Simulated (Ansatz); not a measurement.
**ZrIr2: substituted relatives**

The task here is to estimate one member of a computed series from the others.

Method: DFT r2SCAN, scalar-relativistic, plane waves, PAW, in Ansatz 0.2.0.

1 further run of the same task is left out (set aside as unsound or not needed). Runs told in other sessions of the task aren't counted.

## Starting point

The structure is cubic, space group Fd-3m (No. 227). The conventional cell has a = 7.385 Å, b = 7.385 Å, c = 7.385 Å, α = 90.00°, β = 90.00°, γ = 90.00°. Around Zr (site symmetry -43m) lie 12 Ir at 3.06 Å and 4 Zr at 3.20 Å. Ir (site symmetry -3m) is surrounded by 6 Ir at 2.61 Å and 6 Zr at 3.06 Å.

Coordinates:

```
CELL_PARAMETERS angstrom
0.00000 3.69230 3.69230
3.69230 0.00000 3.69230
3.69230 3.69230 0.00000
ATOMIC_POSITIONS crystal
Zr 0.50000 0.50000 0.50000
Zr 0.75000 0.75000 0.75000
Ir 0.12500 0.12500 0.12500
Ir 0.62500 0.12500 0.12500
Ir 0.12500 0.12500 0.62500
Ir 0.12500 0.62500 0.12500
```

This cell was relaxed beforehand with the same method: volume 16.78 Å³/atom, gap on the mesh none (metal).

The first run:

Input file input.yaml:

```yaml
crystal:
  lattice:
    - [0.0, 3.5303883461, 3.5303883461]
    - [3.5303883461, 0.0, 3.5303883461]
    - [3.5303883461, 3.5303883461, 0.0]
  atoms:
    - { symbol: Pb, position: [0.5, 0.5, 0.5] }
    - { symbol: Pb, position: [0.75, 0.75, 0.75] }
    - { symbol: Ir, position: [0.125, 0.125, 0.125] }
    - { symbol: Ir, position: [0.625, 0.125, 0.125] }
    - { symbol: Ir, position: [0.125, 0.125, 0.625] }
    - { symbol: Ir, position: [0.125, 0.625, 0.125] }
basis:
  ecutwfc: 500
kpoints:
  mp_grid: { grid: [4, 4, 4] }
hamiltonian:
  xc: r2scan
scf:
  occupations: { method: gaussian, width: 0.1 }
output:
  forces: true
  stress: true
  eigenvalues: true
```

Launch:

```console
> ansatz run input.yaml --threads 1 --pin off --max-ram 2560MiB --backend cpu --events-out ev --progress --plain --runs-dir out
```

Among the steps run: A first look at the start (Ir2Pb); A loose first relaxation (Ir2Pb); Full relaxation (Ir2Pb); Probe: one point at the start (YIr2); Full relaxation (YIr2).

One table of the session follows, with a row left open; its other results are not shown here.

Lengths are those of the vectors of the cell that was run:

| swap | volume (Å³/atom) | a (Å) | b (Å) | c (Å) |
| --- | --- | --- | --- | --- |
| none | 16.78 | 5.222 | 5.222 | 5.222 |
| Ir → Hf | 23.35 | 5.830 | 5.830 | 5.830 |
| Ir → Pb | 28.09 | 6.200 | 6.200 | 6.200 |
| Zr → Pb | ? | ? | ? | ? |
| Zr → Y | 17.85 | 5.331 | 5.331 | 5.331 |

Estimate the missing values for Zr → Pb.

As computed: volume (Å³/atom): 18.39; a (Å): 5.384; b (Å): 5.384; c (Å): 5.384. In the column «volume (Å³/atom)» it lies between Zr → Y (17.85) and Ir → Hf (23.35).

Lengths are those of the computed cell. Rows of earlier swaps come from the sessions before.
